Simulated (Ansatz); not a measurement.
# CH9NSiSn: the cost of one run

Computed with Ansatz 0.2.0, Gaussian basis. Level: functionals in def2-TZVPP, the program's frozen cores in correlated methods.

The runs, in order: PBE-D4, r2SCAN-D4, PBE0-D4, B3LYP-D4, ωB97X-V, ωB97M-V, B2PLYP; CCSD(T)/def2-TZVPP; MP2/def2-QZVPP; extrapolation to the limit.

**1. The geometry**

The geometry comes from an earlier relaxation with PBE0-D4 in a triple-zeta def2 set; it is a stationary point, not always the lowest conformer. Sn takes the def2 core potential; no spin-orbit term is included.

SMILES `[CH3][SnH2][SiH2]N`, 13 atoms, charge 0, spin multiplicity 1.

Atoms are counted from 1 here; the program's logs count them from 0.

Bond lengths: C1–Sn2 2.151 Å, C1–H5 1.090 Å, C1–H6 1.090 Å, C1–H7 1.090 Å, Sn2–Si3 2.580 Å, Sn2–H8 1.718 Å, Sn2–H9 1.716 Å, Si3–N4 1.729 Å, Si3–H10 1.489 Å, Si3–H11 1.488 Å, N4–H12 1.008 Å, N4–H13 1.008 Å. Angles: Sn2–C1–H5 110.0°, Sn2–C1–H6 110.0°, Sn2–C1–H7 110.0°, H5–C1–H6 109.0°, H5–C1–H7 108.9°, H6–C1–H7 109.0°, C1–Sn2–Si3 111.0°, C1–Sn2–H8 107.6°, C1–Sn2–H9 108.1°, Si3–Sn2–H8 110.6°, Si3–Sn2–H9 112.5°, H8–Sn2–H9 106.9°, Sn2–Si3–N4 115.5°, Sn2–Si3–H10 108.4°, Sn2–Si3–H11 108.9°, N4–Si3–H10 106.9°, N4–Si3–H11 107.9°, H10–Si3–H11 109.1° and more.

**2. PBE-D4 (GGA)**

The input, in.yaml:

```yaml
crystal:
  periodic: [false, false, false]
  atoms:
    - {symbol: C, position_ang: [-2.035385, -0.071019, 0.924207]}
    - {symbol: Sn, position_ang: [-0.321663, -1.244701, 0.364448]}
    - {symbol: Si, position_ang: [1.689558, 0.267824, -0.206471]}
    - {symbol: N, position_ang: [1.425300, 1.407876, -1.479506]}
    - {symbol: H, position_ang: [-2.299559, 0.612285, 0.116656]}
    - {symbol: H, position_ang: [-1.814346, 0.508381, 1.820859]}
    - {symbol: H, position_ang: [-2.884502, -0.724473, 1.125121]}
    - {symbol: H, position_ang: [-0.766111, -2.195913, -0.995465]}
    - {symbol: H, position_ang: [0.020545, -2.334948, 1.644880]}
    - {symbol: H, position_ang: [2.048561, 1.051352, 1.007497]}
    - {symbol: H, position_ang: [2.843742, -0.588826, -0.592597]}
    - {symbol: H, position_ang: [0.840376, 2.208487, -1.298044]}
    - {symbol: H, position_ang: [1.273783, 1.068975, -2.416788]}
basis:
  gaussian: {orbitals: def2-TZVPP}
hamiltonian: {xc: pbe, dispersion: d4}
output: {forces: true, orbitals: {seedname: orbitals}}
```

Command:

```console
$ ansatz run in.yaml --threads 4 --pin off --events-out ev --progress --plain --max-ram 10444MiB
```

What time and memory should one allow on 4 threads of Arm Neoverse V1, shared host?

About 3.4 s, with a peak of 0.37 GiB.
